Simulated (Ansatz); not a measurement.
# Alloy of AlAs and GaP (28 of 32 Al sites, 28 of 32 As sites exchanged), 64 atoms

Wanted: the relaxed alloy cell and its gap (PBEsol).

Program: Ansatz 0.2.0, PAW, plane waves. These are calculated values, not measurements.

## Step 1: The system as built

64 atoms (28 Ga, 4 Al, 28 P, 4 As); a = 10.934 Å, b = 10.934 Å, c = 10.934 Å, α = 90.00°, β = 90.00°, γ = 90.00°. All atoms were shaken off their sites by about 0.02 Å along each axis.

Steps to follow: (2) PBEsol cell relaxation at the single k point (¼, ¼, ¼), on 1 × NVIDIA GB300 Max-Q with 8 threads of Arm Neoverse-V2.

## Step 2: PBEsol relaxation of the cell and the positions

File in.yaml:

```yaml
crystal:
  lattice:
    - [10.933522, 0.000000, 0.000000]
    - [0.000000, 10.933522, 0.000000]
    - [0.000000, 0.000000, 10.933522]
  atoms:
    - { symbol: Ga, position: [0.997840, 0.000914, 0.000789] }
    - { symbol: Ga, position: [0.998797, 0.000282, 0.500085] }
    - { symbol: Ga, position: [0.000346, 0.499636, 0.001111] }
    - { symbol: Ga, position: [0.997743, 0.498251, 0.502331] }
    - { symbol: Ga, position: [0.499064, 0.000790, 0.496644] }
    - { symbol: Ga, position: [0.500890, 0.502076, 0.999526] }
    - { symbol: Ga, position: [0.500636, 0.500691, 0.500468] }
    - { symbol: Ga, position: [0.248733, 0.250926, 0.996971] }
    - { symbol: Ga, position: [0.248682, 0.748866, 0.002158] }
    - { symbol: Ga, position: [0.251188, 0.749430, 0.499482] }
    - { symbol: Ga, position: [0.748470, 0.250519, 0.499139] }
    - { symbol: Ga, position: [0.750874, 0.750712, 0.999002] }
    - { symbol: Ga, position: [0.747502, 0.749472, 0.496240] }
    - { symbol: Ga, position: [0.249078, 0.000434, 0.248382] }
    - { symbol: Ga, position: [0.249075, 0.002032, 0.751835] }
    - { symbol: Ga, position: [0.247702, 0.502103, 0.250949] }
    - { symbol: Ga, position: [0.249936, 0.500791, 0.749784] }
    - { symbol: Ga, position: [0.751011, 0.999441, 0.246980] }
    - { symbol: Ga, position: [0.749768, 0.998051, 0.750048] }
    - { symbol: Ga, position: [0.752973, 0.502174, 0.248787] }
    - { symbol: Ga, position: [0.749924, 0.497450, 0.750159] }
    - { symbol: Ga, position: [0.000103, 0.246965, 0.247811] }
    - { symbol: Ga, position: [0.000731, 0.251746, 0.746077] }
    - { symbol: Ga, position: [0.998900, 0.751679, 0.252014] }
    - { symbol: Ga, position: [0.999083, 0.750024, 0.750169] }
    - { symbol: Ga, position: [0.499228, 0.246686, 0.749425] }
    - { symbol: Ga, position: [0.500109, 0.752344, 0.248063] }
    - { symbol: Ga, position: [0.498115, 0.753101, 0.750669] }
    - { symbol: Al, position: [0.500509, 0.999966, 0.999638] }
    - { symbol: Al, position: [0.248893, 0.248920, 0.498198] }
    - { symbol: Al, position: [0.748202, 0.249502, 0.001788] }
    - { symbol: Al, position: [0.502202, 0.249772, 0.247911] }
    - { symbol: P, position: [0.123933, 0.122545, 0.125410] }
    - { symbol: P, position: [0.124904, 0.123098, 0.625328] }
    - { symbol: P, position: [0.125608, 0.622241, 0.123929] }
    - { symbol: P, position: [0.125597, 0.626083, 0.624106] }
    - { symbol: P, position: [0.621850, 0.122157, 0.126297] }
    - { symbol: P, position: [0.625761, 0.125340, 0.625332] }
    - { symbol: P, position: [0.626600, 0.623623, 0.124423] }
    - { symbol: P, position: [0.624505, 0.627732, 0.623317] }
    - { symbol: P, position: [0.376405, 0.373234, 0.626556] }
    - { symbol: P, position: [0.376509, 0.874972, 0.625856] }
    - { symbol: P, position: [0.874614, 0.374846, 0.123884] }
    - { symbol: P, position: [0.876507, 0.376413, 0.626176] }
    - { symbol: P, position: [0.878279, 0.875137, 0.122594] }
    - { symbol: P, position: [0.874508, 0.875074, 0.621528] }
    - { symbol: P, position: [0.376260, 0.127094, 0.373370] }
    - { symbol: P, position: [0.372345, 0.117564, 0.873067] }
    - { symbol: P, position: [0.373553, 0.626204, 0.873204] }
    - { symbol: P, position: [0.877065, 0.126585, 0.372644] }
    - { symbol: P, position: [0.874059, 0.122382, 0.874678] }
    - { symbol: P, position: [0.873371, 0.622645, 0.874352] }
    - { symbol: P, position: [0.121656, 0.376647, 0.376151] }
    - { symbol: P, position: [0.125722, 0.374826, 0.876334] }
    - { symbol: P, position: [0.123545, 0.873254, 0.376576] }
    - { symbol: P, position: [0.126042, 0.874552, 0.875729] }
    - { symbol: P, position: [0.625764, 0.378234, 0.375357] }
    - { symbol: P, position: [0.625948, 0.372492, 0.874841] }
    - { symbol: P, position: [0.626550, 0.875060, 0.373331] }
    - { symbol: P, position: [0.620682, 0.873208, 0.875229] }
    - { symbol: As, position: [0.373585, 0.378881, 0.125033] }
    - { symbol: As, position: [0.374914, 0.876330, 0.124539] }
    - { symbol: As, position: [0.374749, 0.625610, 0.373529] }
    - { symbol: As, position: [0.872683, 0.625289, 0.373229] }
  symmetry: { detect: false }
kpoints:
  mp_grid: { grid: [1, 1, 1], shift: [0.25, 0.25, 0.25] }
hamiltonian:
  xc: pbesol
scf:
  occupations: { method: fermi_dirac, width: 0.01 }
relax:
  f_tol: 0.03
  max_steps: 80
  escape_saddle: false
  adjacent_minimum: "off"
  cell: { fix: [shape] }
output:
  forces: true
  eigenvalues: true
  populations: true
```

Command:

```console
$ ansatz run in.yaml --threads 8 --pin off --max-ram 118750MiB --runs-dir r --events-out ev --progress --plain --backend cuda --devices 0,
```

Q: Predict the outcome of this session. Wanted: for each run, top filled to lowest empty.

The runs gave:

| level | time | top filled to lowest empty (eV) |
| --- | --- | --- |
| PBEsol, relaxation | 9.5 s (GPU) | 1.90 |

```
     quantity                                                                         value
   relaxation                                              5 recorded steps, 0.66 eV gained
largest shift                                                                 0.09 Å (Ga20)
 relaxed cell  a = 10.939 Å, b = 10.939 Å, c = 10.939 Å, α = 90.00°, β = 90.00°, γ = 90.00°
   mean bonds                            Al–As 2.431, Al–P 2.365, As–Ga 2.426, Ga–P 2.360 Å
```

**What this shows.** The relaxation lowers the energy by 0.66 eV; the largest shift is 0.09 Å (Ga20), while the volume changes by +0.1 %. The mean lengths of the listed bonds run from Ga–P 2.36 Å to Al–As 2.43 Å. Spin–orbit coupling is left out, which matters for the band edges of the heavier elements here. With one k point the spacing samples only the states that fold onto it, so it can exceed the gap over the zone.
